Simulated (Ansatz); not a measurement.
# Y4LuGe: the cost of one run

Computed with Ansatz 0.2.0 (DFT PBE, scalar-relativistic, plane waves, PAW, unless a step's input says otherwise).

### 1 The system as given

The structure is tetragonal, space group P4/mmm (No. 123). Conventional cell: a = 4.310 Å, b = 4.310 Å, c = 6.202 Å, α = 90.00°, β = 90.00°, γ = 90.00°. Y (site symmetry 2mm) is surrounded by 2 Ge at 2.59 Å and 2 Lu at 2.72 Å and 1 Y at 2.89 Å. Lu (site symmetry 4/mmm) is surrounded by 8 Y at 2.72 Å. Ge (site symmetry 4/mmm) is surrounded by 8 Y at 2.59 Å.

Coordinates:

```cif
data_structure
_symmetry_space_group_name_H-M 'P 1'
_symmetry_Int_Tables_number 1
_cell_length_a 4.3095
_cell_length_b 4.3095
_cell_length_c 6.2018
_cell_angle_alpha 90.000
_cell_angle_beta 90.000
_cell_angle_gamma 90.000
_cell_volume 115.18
loop_
_atom_site_label
_atom_site_type_symbol
_atom_site_fract_x
_atom_site_fract_y
_atom_site_fract_z
_atom_site_occupancy
Y1 Y 0.50000 0.00000 0.73275 1
Y2 Y 0.00000 0.50000 0.26725 1
Y3 Y 0.50000 0.00000 0.26725 1
Y4 Y 0.00000 0.50000 0.73275 1
Lu1 Lu 0.00000 0.00000 0.00000 1
Ge1 Ge 0.50000 0.50000 0.50000 1
```

The cell is invented: species swapped into a database cell of NaHoF4 (P4/mmm, No. 123), with Lu on the Na sites, Ge on the Ho sites and Y on the F sites. Its size is a rough estimate.

### 2 Probe: one point on a coarse mesh

File input.yaml:

```yaml
crystal:
  lattice:
    - [4.30950095, 0.0, 0.0]
    - [0.0, 4.30950095, 0.0]
    - [0.0, 0.0, 6.20182079]
  atoms:
    - { symbol: "Y", position: [0.5, 0.0, 0.73274684] }
    - { symbol: "Y", position: [0.0, 0.5, 0.26725316] }
    - { symbol: "Y", position: [0.5, 0.0, 0.26725316] }
    - { symbol: "Y", position: [0.0, 0.5, 0.73274684] }
    - { symbol: Lu, position: [0.0, 0.0, 0.0] }
    - { symbol: Ge, position: [0.5, 0.5, 0.5] }
basis:
  ecutwfc: 420
kpoints:
  mp_grid: { grid: [4, 4, 4] }
hamiltonian:
  xc: pbe
scf:
  occupations: { method: gaussian, width: 0.1 }
  lower_state_search: "off"
output:
  forces: true
  stress: true
  eigenvalues: true
```

Run with:

```console
> ansatz run input.yaml --threads 1 --pin off --max-ram 2560MiB --backend cpu --events-out ev --progress --plain --runs-dir out
```

**Question.** How long does this run take on 1 thread of AMD EPYC 9R14 (Zen 4), shared host, and how much memory does it need?

About 4.4 s, with a peak of 0.49 GiB.
